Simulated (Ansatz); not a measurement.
# Mg2Al5: the cost of one run

Program: Ansatz 0.2.0. Level of theory: DFT PBE, scalar-relativistic, plane waves, PAW. These are calculated values, not measurements.

### 1 The starting structure

The structure is tetragonal, space group P4/mmm (No. 123). The conventional cell has a = 4.000 Å, b = 4.000 Å, c = 8.423 Å, α = 90.00°, β = 90.00°, γ = 90.00°. Around Mg (site symmetry 4mm) lie 4 Al at 2.04 Å. Around Al (site symmetry m2m) lie 4 Al at 1.97 to 2.03 Å and 2 Mg at 2.04 Å. Al (site symmetry 4/mmm) is surrounded by 2 Mg at 2.71 Å.

Coordinates:

```cif
data_structure
_symmetry_space_group_name_H-M 'P4/mmm'
_symmetry_Int_Tables_number 123
_cell_length_a 3.9998
_cell_length_b 3.9998
_cell_length_c 8.4230
_cell_angle_alpha 90.000
_cell_angle_beta 90.000
_cell_angle_gamma 90.000
_cell_volume 134.76
loop_
_atom_site_label
_atom_site_type_symbol
_atom_site_symmetry_multiplicity
_atom_site_Wyckoff_symbol
_atom_site_fract_x
_atom_site_fract_y
_atom_site_fract_z
_atom_site_occupancy
Mg1 Mg 2 g 0.00000 0.00000 0.67782 1
Al1 Al 4 k 0.75392 0.75392 0.50000 1
Al2 Al 1 a 0.00000 0.00000 0.00000 1
```

A structure generator made this guess: random cell by space group and Wyckoff sites (P4/mmm, No. 123). Lengths come from tabulated atomic sizes and are only a guess.

### 2 A first look at the guess

Contents of input.yaml:

```yaml
crystal:
  lattice:
    - [3.99984947, 0.0, 0.0]
    - [0.0, 3.99984947, 0.0]
    - [0.0, 0.0, 8.42295288]
  atoms:
    - { symbol: Mg, position: [0.0, 0.0, 0.67782139] }
    - { symbol: Mg, position: [0.0, 0.0, 0.32217861] }
    - { symbol: Al, position: [0.75392409, 0.75392409, 0.5] }
    - { symbol: Al, position: [0.24607591, 0.24607591, 0.5] }
    - { symbol: Al, position: [0.24607591, 0.75392409, 0.5] }
    - { symbol: Al, position: [0.75392409, 0.24607591, 0.5] }
    - { symbol: Al, position: [0.0, 0.0, 0.0] }
basis:
  ecutwfc: 420
kpoints:
  mp_grid: { grid: [4, 4, 2] }
hamiltonian:
  xc: pbe
scf:
  occupations: { method: gaussian, width: 0.1 }
  lower_state_search: "off"
output:
  forces: true
  stress: true
  eigenvalues: true
```

Command:

```
> ansatz run input.yaml --threads 1 --pin off --max-ram 2560MiB --backend cpu --events-out ev --progress --plain --runs-dir out
```

**Question.** How long does this run take on 1 thread of Intel Xeon at 2.60GHz (Ice Lake), shared host, and how much memory does it need?

About 2.6 s, with a peak of 0.41 GiB.
